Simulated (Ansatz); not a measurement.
**CH3AlBrCl: how energies converge with the basis set**

An exercise on one series of results from a longer session: the logs are not shown, and one member is left open.

The runs use Ansatz 0.2.0, Gaussian basis; one geometry, several basis sets.

The runs, in order: PBE0-D4/def2-SVP; ωB97M-V/def2-SVP; PBE0-D4/def2-QZVPP; ωB97M-V/def2-QZVPP; the functionals' def2-TZVPP values are taken from earlier runs.

## The relaxed structure

An earlier PBE0-D4 in a triple-zeta def2 set relaxation fixed the geometry.

7 atoms, charge 0, spin multiplicity 1.

Atoms are counted from 1 here; the program's logs count them from 0.

Bond lengths: C1–Al2 1.929 Å, C1–H5 1.091 Å, C1–H6 1.094 Å, C1–H7 1.094 Å, Al2–Cl3 2.091 Å, Al2–Br4 2.249 Å. Angles: Al2–C1–H5 111.8°, Al2–C1–H6 110.3°, Al2–C1–H7 110.3°, H5–C1–H6 108.6°, H5–C1–H7 108.6°, H6–C1–H7 107.0°, C1–Al2–Cl3 121.0°, C1–Al2–Br4 122.4°, Cl3–Al2–Br4 116.6°.

Set-up of the first run:

Contents of in.yaml:

```yaml
crystal:
  periodic: [false, false, false]
  atoms:
    - {symbol: C, position_ang: [-0.118365, 0.963102, -0.111566]}
    - {symbol: Al, position_ang: [0.144549, -0.936068, 0.103639]}
    - {symbol: Cl, position_ang: [1.744525, -1.681823, 1.224379]}
    - {symbol: Br, position_ang: [-1.230372, -2.456682, -0.821704]}
    - {symbol: H, position_ang: [-0.994353, 1.184303, -0.723468]}
    - {symbol: H, position_ang: [-0.243757, 1.441965, 0.863706]}
    - {symbol: H, position_ang: [0.759073, 1.417102, -0.580785]}
basis:
  gaussian: {orbitals: def2-SVP}
hamiltonian: {xc: pbe0, dispersion: d4}
output: {orbitals: {seedname: orbitals}}
```

Among the steps run: PBE0-D4 in def2-SVP; ωB97M-V in def2-SVP; PBE0-D4 in def2-QZVPP; ωB97M-V in def2-QZVPP.

One table of the session follows, with a row left open; its other results are not shown here.

It belongs to the step «Functionals by basis». 

```
functional       basis  HOMO (eV)
   PBE0-D4    def2-SVP      -8.43
   PBE0-D4  def2-TZVPP          ?
   PBE0-D4  def2-QZVPP      -8.55
   ωB97M-V    def2-SVP     -10.60
   ωB97M-V  def2-TZVPP     -10.73
   ωB97M-V  def2-QZVPP     -10.75
```

**Question.** Estimate the row for PBE0-D4, def2-TZVPP.

As computed: HOMO (eV): -8.53. In the column «HOMO (eV)» it lies between PBE0-D4, def2-QZVPP (-8.55) and PBE0-D4, def2-SVP (-8.43).
